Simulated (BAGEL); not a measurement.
# CuNH3F (SMILES [NH3]->[Cu][F]): B3LYP/cc-pVDZ (density fitting with qzvpp-jkfit)

Aim: the energy change on altering one bond length of CuNH3F at B3LYP/cc-pVDZ (density fitting with qzvpp-jkfit), from 2 runs. 

The results are computed with BAGEL 1.2.2.

5 further runs of the same task are left out: 2 that didn't finish, 3 set aside as unsound or not needed.

**1. The structure to begin with**

CuNH3F has 6 atoms, charge 0, and is taken as a singlet. As SMILES, `[NH3]->[Cu][F]`. Geometry: a GFN2-xTB relaxation, a rough one for these elements and not checked as a minimum.

Bond lengths: Cu1–N2 1.895 Å, Cu1–F6 1.696 Å, N2–H3 1.016 Å, N2–H4 1.016 Å, N2–H5 1.016 Å. Angles: N2–Cu1–F6 179.3°, Cu1–N2–H3 109.2°, Cu1–N2–H4 108.4°, Cu1–N2–H5 109.0°, H3–N2–H4 110.0°, H3–N2–H5 110.0°, H4–N2–H5 110.1°.

**2. The energy at B3LYP/cc-pVDZ (density fitting with qzvpp-jkfit)**

input.json

```json
{ "bagel" : [

{
  "title" : "molecule",
  "basis" : "cc-pvdz.json",
  "df_basis" : "qzvpp-jkfit",
  "angstrom" : true,
  "geometry" : [
    { "atom" : "Cu", "xyz" : [   -0.013280,    0.006460,   -1.144820 ] },
    { "atom" : "N", "xyz" : [    0.001200,   -0.001310,    0.749820 ] },
    { "atom" : "H", "xyz" : [   -0.406220,    0.864570,    1.090040 ] },
    { "atom" : "H", "xyz" : [    0.964500,   -0.078860,    1.063600 ] },
    { "atom" : "H", "xyz" : [   -0.539400,   -0.794880,    1.082210 ] },
    { "atom" : "F", "xyz" : [   -0.006800,    0.004020,   -2.840840 ] }
  ]
},
{ "title" : "ks", "xc_func" : "b3lyp" },
{ "title" : "print", "file" : "orbitals.molden", "orbitals" : true }

]}
```

The basis set cc-pVDZ is read from a file made from the Basis Set Exchange's data (not shown).

Run with:

```bash
BAGEL_NUM_THREADS=1 BAGEL input.json > input.out
```

Standard output:

```text
* using 1 threads per process

  ===============================================================
  ===============================================================

  *** Geometry ***

  { "atom" : "Cu", "xyz" : [     -0.025096,      0.012208,     -2.163396 ] },
  { "atom" : "N", "xyz" : [      0.002268,     -0.002476,      1.416954 ] },
  { "atom" : "H", "xyz" : [     -0.767645,      1.633801,      2.059877 ] },
  { "atom" : "H", "xyz" : [      1.822641,     -0.149024,      2.009913 ] },
  { "atom" : "H", "xyz" : [     -1.019318,     -1.502106,      2.045081 ] },
  { "atom" : "F", "xyz" : [     -0.012850,      0.007597,     -5.368410 ] },

  Number of auxiliary basis functions:      472

  Since a DF basis is specified, we compute 2- and 3-index integrals:
    o Being stored without compression. Storage requirement is 0.028 GB

  Number of basis functions:       86
  Number of electrons      :       48

    * METHOD: MOLECULE                             0.29

  *** Kohn-Sham DFT ***

    * Removing 9574 points whose weight is below 1.00e-10
    * Grid points: 79862

  === Nuclear Repulsion ===
   181.8526267963

       - DIIS with orbital gradients will be used.

  === KS iteration (b3lyp / cc-pvdz.json) ===
      0      -1587.72174515          0.13400635           0.30
      1      -1594.15487403          0.22426245           0.29
      2      -1608.21074056          0.25523846           0.29
      3      -1764.88407896          0.15440597           0.29
      4      -1780.18709836          0.15830689           0.29
      5      -1782.93470750          0.17835960           0.29
      6      -1778.38717605          0.20084283           0.29
      7      -1735.81633453          0.27644188           0.29
      8      -1758.43998297          0.14026119           0.28
      9      -1786.21821663          0.17158346           0.29
     10      -1766.17750277          0.19928020           0.29
     11      -1788.89916214          0.13520648           0.29
     12      -1780.79423467          0.18336629           0.29
     13      -1774.18410732          0.20370683           0.29
     14      -1750.33799938          0.21243715           0.29
     15      -1790.15125070          0.14638457           0.29
     16      -1789.68349963          0.14157510           0.28
     17      -1782.14610289          0.17490094           0.28
     18      -1795.26379086          0.06379740           0.28
     19      -1795.93537052          0.05639191           0.28
     20      -1795.69310709          0.07339858           0.28
     21      -1797.06963805          0.00356692           0.29
     22      -1797.07817773          0.00172829           0.29
     23      -1797.07900740          0.00079337           0.28
     24      -1797.07923819          0.00024139           0.29
     25      -1797.07925885          0.00015674           0.29
     26      -1797.07927328          0.00000376           0.29
     27      -1797.07927329          0.00000603           0.29
     28      -1797.07927330          0.00000054           0.29
     29      -1797.07927330          0.00000039           0.28
     30      -1797.07927330          0.00000019           0.29
     31      -1797.07927330          0.00000009           0.29
     32      -1797.07927330          0.00000005           0.29
     33      -1797.07927330          0.00000010           0.28
     34      -1797.07927330          0.00000001           0.28
    * SCF iteration converged.

    * Permanent dipole moment:
           (   -0.012614,     0.006445,    -3.032112) a.u.

    * METHOD: KS                                  10.52

    * METHOD: PRINT                                0.02

  ===============================================================
```

Wall time 11 s (1 thread of Arm Neoverse V1, shared host); peak memory 0.35 GiB.

**3. The distorted shape, same level**

input.json

```json
{ "bagel": [

{
  "title": "molecule",
  "basis": "cc-pvdz.json",
  "df_basis": "qzvpp-jkfit",
  "angstrom": true,
  "geometry": [
    { "atom": "Cu", "xyz": [   -0.014252,    0.006826,   -0.890456 ] },
    { "atom": "N", "xyz": [    0.000228,   -0.000944,    1.004184 ] },
    { "atom": "H", "xyz": [   -0.407192,    0.864936,    1.344404 ] },
    { "atom": "H", "xyz": [    0.963528,   -0.078494,    1.317964 ] },
    { "atom": "H", "xyz": [   -0.540372,   -0.794514,    1.336574 ] },
    { "atom": "F", "xyz": [   -0.006800,    0.004020,   -2.840840 ] }
  ]
},
{
  "title": "ks",
  "xc_func": "b3lyp"
},
{
  "title": "print",
  "file": "orbitals.molden",
  "orbitals": true
}

]}
```

The basis set cc-pVDZ is read from a file made from the Basis Set Exchange's data (not shown).

Run with:

```bash
BAGEL_NUM_THREADS=1 BAGEL input.json > input.out
```

Standard output:

```text
* using 1 threads per process

  ===============================================================
  ===============================================================

  *** Geometry ***

  { "atom" : "Cu", "xyz" : [     -0.026932,      0.012899,     -1.682718 ] },
  { "atom" : "N", "xyz" : [      0.000431,     -0.001784,      1.897633 ] },
  { "atom" : "H", "xyz" : [     -0.769481,      1.634492,      2.540555 ] },
  { "atom" : "H", "xyz" : [      1.820804,     -0.148332,      2.490591 ] },
  { "atom" : "H", "xyz" : [     -1.021155,     -1.501414,      2.525759 ] },
  { "atom" : "F", "xyz" : [     -0.012850,      0.007597,     -5.368410 ] },

  Number of auxiliary basis functions:      472

  Since a DF basis is specified, we compute 2- and 3-index integrals:
    o Being stored without compression. Storage requirement is 0.028 GB

  Number of basis functions:       86
  Number of electrons      :       48

    * METHOD: MOLECULE                             0.29

  *** Kohn-Sham DFT ***

    * Removing 9371 points whose weight is below 1.00e-10
    * Grid points: 80065

  === Nuclear Repulsion ===
   170.4134193619

       - DIIS with orbital gradients will be used.

  === KS iteration (b3lyp / cc-pvdz.json) ===
      0      -1583.84833173          0.12279884           0.33
      1      -1598.22045374          0.23899754           0.32
      2      -1596.73892725          0.18348687           0.30
      3      -1744.55502183          0.27293148           0.28
      4      -1751.71067177          0.17701941           0.28
      5      -1771.51354297          0.18701892           0.29
      6      -1786.81974638          0.14444320           0.29
      7      -1754.23899927          0.15532725           0.29
      8      -1702.01838495          0.21501495           0.29
      9      -1787.74648718          0.14507253           0.28
     10      -1785.03700500          0.13975955           0.28
     11      -1796.02711863          0.04914418           0.29
     12      -1796.90946336          0.02016430           0.28
     13      -1796.79354243          0.03165917           0.28
     14      -1797.06533471          0.00291114           0.29
     15      -1797.06914662          0.00081555           0.29
     16      -1797.06958017          0.00017733           0.29
     17      -1797.06959640          0.00001979           0.29
     18      -1797.06959656          0.00001046           0.28
     19      -1797.06959660          0.00000348           0.29
     20      -1797.06959661          0.00000166           0.28
     21      -1797.06959661          0.00000034           0.28
     22      -1797.06959661          0.00000027           0.29
     23      -1797.06959661          0.00000005           0.28
     24      -1797.06959661          0.00000001           0.29
     25      -1797.06959661          0.00000001           0.29
     26      -1797.06959661          0.00000000           0.28
    * SCF iteration converged.

    * Permanent dipole moment:
           (   -0.010460,     0.005529,    -3.460772) a.u.

    * METHOD: KS                                   8.27

    * METHOD: PRINT                                0.02

  ===============================================================
```

Wall time 8.7 s (1 thread of Arm Neoverse V1, shared host); peak memory 0.35 GiB.

**4. Results**

Level: B3LYP/cc-pVDZ (density fitting with qzvpp-jkfit).

| quantity | value |
| --- | --- |
| first shape: total energy | -1797.07927 Eh |
| first shape: dipole moment | 7.71 D |
| first shape: HOMO energy | -6.00 eV |
| first shape: LUMO energy | -0.89 eV |
| first shape: HOMO–LUMO gap | 5.11 eV |
| distorted shape: total energy | -1797.06960 Eh |
| distorted shape: dipole moment | 8.80 D |
| distorted shape: HOMO energy | -6.30 eV |
| distorted shape: LUMO energy | -1.17 eV |
| distorted shape: HOMO–LUMO gap | 5.13 eV |
| energy change with the Cu1–F6 bond stretched from 1.696 to 1.950 Å | 0.263 eV |

In words: With the Cu1–F6 bond stretched from 1.696 to 1.950 Å the energy rises by 0.26 eV (25.4 kJ/mol). The first shape isn't relaxed at this level, so the change isn't measured from a minimum.
